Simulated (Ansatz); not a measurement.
**CuF: a single-point run**

Wanted: a converged single-point run for CuF, and a check of what comes out. The structure is shown as the input types it. The cell is built on a prototype (h-MgO type) and needn't be the phase found in nature.

Computed with Ansatz 0.2.0 (density functional or hybrid calculation with the settings of its input, plane waves (as first typed), unless a step's input says otherwise).

### 1 Starting point

The structure is hexagonal, space group P6_3/mmc (No. 194). The conventional cell has a = 3.509 Å, b = 3.509 Å, c = 5.083 Å, α = 90.00°, β = 90.00°, γ = 120.00°. Cu (site symmetry -6m2) has 3 F at 2.03 Å as nearest neighbours. F (site symmetry -6m2) is surrounded by 3 Cu at 2.03 Å.

Coordinates:

```
Cu F
1.0
     3.50866    0.00000    0.00000
    -1.75433    3.03859    0.00000
     0.00000    0.00000    5.08252
Cu F
2 2
Direct
  0.33333 0.66667 0.25000
  0.66667 0.33333 0.75000
  0.66667 0.33333 0.25000
  0.33333 0.66667 0.75000
```

### 2 The calculation

input.yaml reads:

```yaml
crystal:
  lattice:
    - [3.5086571495, 0.0, 0.0]
    - [-1.7543285748, 3.0385862246, 0.0]
    - [0.0, 0.0, 5.082519893]
  atoms:
    - { symbol: Cu, position: [0.3333333333, 0.6666666667, 0.25] }
    - { symbol: Cu, position: [0.6666666667, 0.3333333333, 0.75] }
    - { symbol: F, position: [0.6666666667, 0.3333333333, 0.25] }
    - { symbol: F, position: [0.3333333333, 0.6666666667, 0.75] }
kpoints:
  mp_grid: { grid: [6, 6, 2] }
hamiltonian:
  xc: hse06
scf:
  occupations: { method: fermi_dirac, width: 0.02 }
  n_extra_bands: 5
  max_iter: 50
output:
  forces: true
  stress: true
  eigenvalues: true
basis:
  ecutrho_ratio: 2
```

On the command line:

```bash
$ ansatz run input.yaml --threads 4 --pin off --max-ram 3686MiB --backend cpu --events-out ev --progress --plain --runs-dir out
```

Q: Will this input give a usable result? If not, why, and what should change?

The program finished normally, with warnings (cutoff below recommended, stress exchange threshold loose, stress scf threshold loose). Its log warns: «basis.ecutrho_ratio = 2 (ecutrho = 840 eV) is below the records' recommended 1680 eV»

The suspect setting: basis.ecutrho_ratio is 2. The grid or cutoff for the density and potential is too coarse for the wavefunction basis: a density holds Fourier components up to twice the waves' wavevector.

To check: delete basis.ecutrho_ratio (the default then holds).
